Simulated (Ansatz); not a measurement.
## Ir, space group Fm-3m: an equation of state with a fit, step by step

Program: the Ansatz DFT code, driven from Python.

Interactive session:
```pycon
>>> import ansatz as az
>>> from ase.eos import EquationOfState
>>> from ase.units import GPa
>>> import numpy as np
>>> config = {
...     "scf_tol": 1e-10,
...     "functional": "PBE",
...     "dispersion": "d3bj",
...     "sigma": 0.1,
...     "ecut": 500,
...     "mesh": (13, 13, 13),
... }
>>> VECTORS = np.array([
...     [0.0, 1.9156, 1.9156],
...     [1.9156, 0.0, 1.9156],
...     [1.9156, 1.9156, 0.0],
... ])
>>> SITES = [
...     ("Ir", [0.0, 0.0, 0.0]),
... ]
>>> def on_lattice(cell):
...     crystal = az.Crystal(lattice=az.Lattice.of(cell))
...     for symbol, position in SITES:
...         crystal = crystal.atom(symbol, position)
...     return crystal
...
>>> volumes, energies, pressures = [], [], []
>>> for scale in np.linspace(0.92, 1.08, 7):
...     cell = VECTORS * scale ** (1 / 3)
...     setup = (
...         on_lattice(cell).calculation()
...         .scf(tolerance=config["scf_tol"])
...         .functional(config["functional"], dispersion=config["dispersion"])
...         .occupations(az.OccupationsMethod.FERMI_DIRAC, width=config["sigma"])
...         .pseudopotentials("paw")
...         .basis(config["ecut"])
...         .kpoints(*config["mesh"])
...         .stress()
...     )
...     rep = setup.run(threads=1, pin="off").report
...     volumes.append(abs(np.linalg.det(cell)) / len(SITES))
...     energies.append(rep["free_energy_ev"] / len(SITES))
...     pressures.append(np.trace(rep["stress_gpa"]) / 3)
...     print(f"V = {volumes[-1]:8.4f} A^3/atom  F = {energies[-1]:.5f} eV/atom  P = {pressures[-1]:8.3f} GPa")
...
V =  12.9340 A^3/atom  F = -11935.89552 eV/atom  P =   43.094 GPa
V =  13.3089 A^3/atom  F = -11935.97781 eV/atom  P =   27.655 GPa
V =  13.6838 A^3/atom  F = -11936.02671 eV/atom  P =   14.483 GPa
V =  14.0587 A^3/atom  F = -11936.04711 eV/atom  P =    3.251 GPa
V =  14.4336 A^3/atom  F = -11936.04322 eV/atom  P =   -6.318 GPa
V =  14.8085 A^3/atom  F = -11936.01866 eV/atom  P =  -14.458 GPa
V =  15.1834 A^3/atom  F = -11935.97652 eV/atom  P =  -21.369 GPa
>>> eos = EquationOfState(volumes, energies, eos="sj")
>>> v0, e0, bulk = eos.fit()
>>> print(f"V0 = {v0:.4f} A^3/atom, E0 = {e0:.5f} eV/atom, B = {bulk / GPa:.1f} GPa")
V0 = 14.1794 A^3/atom, E0 = -11936.04833 eV/atom, B = 372.2 GPa
```

A third-order Birch-Murnaghan fit through the 7 points (the script's own form differs a little) has its minimum at 14.18 Å³ an atom, 0.9 % above the typed cell, with a bulk modulus of 372 GPa and dB/dP = 5.0. From that minimum the energy rises by 152.8 meV an atom on the compressed side and 71.8 meV on the expanded side.

Total energies depend on the potentials; only differences at equal settings carry meaning. Dispersion corrections can be off by several per cent in the lattices of metals, and by several GPa in the pressure at a fixed cell. For a metal this k-point mesh is coarse: on a finer one energies can move by several to tens of meV an atom and pressures by half a GPa or more, differences at one mesh by less. Of the deposited cell: the entry's cell lengths or inner coordinates differ somewhat from later room-temperature determinations. Pressure is positive in compression. Spin-orbit coupling, which matters for elements this heavy, is left out. It ran for 7.4 s on 1 thread of Arm Neoverse V2, on a shared host, peak memory 0.35 GiB.
